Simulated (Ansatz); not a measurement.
# HfN+ (septet): wave-function methods side by side, def2-TZVPP

An exercise on one series of results from a longer session: the logs are not shown, and one member is left open.

Method: def2-TZVPP, core rule «outside noble gas», up to 5 orbitals frozen; program: Ansatz 0.2.0, Gaussian basis.

To be run: UHF; ROHF; CCSD(T) on UHF.

### What is computed

The geometry is a PBE0/def2-TZVP stationary point (not a proven minimum) of the parent state, kept for this charge and spin. No spin-orbit coupling is included. Elements past krypton take def2 core potentials.

2 atoms, charge 1, spin multiplicity 7.

Atoms are counted from 1 here; the program's logs count them from 0.

Bond lengths: Hf1–N2 2.049 Å.

Set-up of the first run:

The input, in.yaml:

```yaml
crystal:
  periodic: [false, false, false]
  atoms:
    - {symbol: Hf, position_ang: [0.000000, 0.000000, 0.000000]}
    - {symbol: N, position_ang: [0.000000, 0.000000, 2.048600]}
basis:
  gaussian: {orbitals: def2-TZVPP}
total_charge: 1
magnetization: {spin_polarized: true, initial_magnetization: 6}
hamiltonian: {xc: hf}
output: {orbitals: {seedname: orbitals}}
```

The run is started by

```bash
$ ansatz run in.yaml --threads 1 --pin off --events-out ev --progress --plain --max-ram 4096MiB --backend cpu
```

Steps of the session up to this table: UHF; ROHF; CCSD(T) on UHF.

One table of the session follows, with a row left open; its other results are not shown here.

```
  method  from UCCSD(T) (kcal/mol)
    ROHF                    +91.43
     UHF                    +86.65
    UMP2                         ?
   UCCSD                     +1.99
UCCSD(T)                         0
```

**Question.** Estimate the row for UMP2.

The run gave: from UCCSD(T) (kcal/mol): +14.87. In the column «from UCCSD(T) (kcal/mol)» it lies between UCCSD (+1.99) and UHF (+86.65).
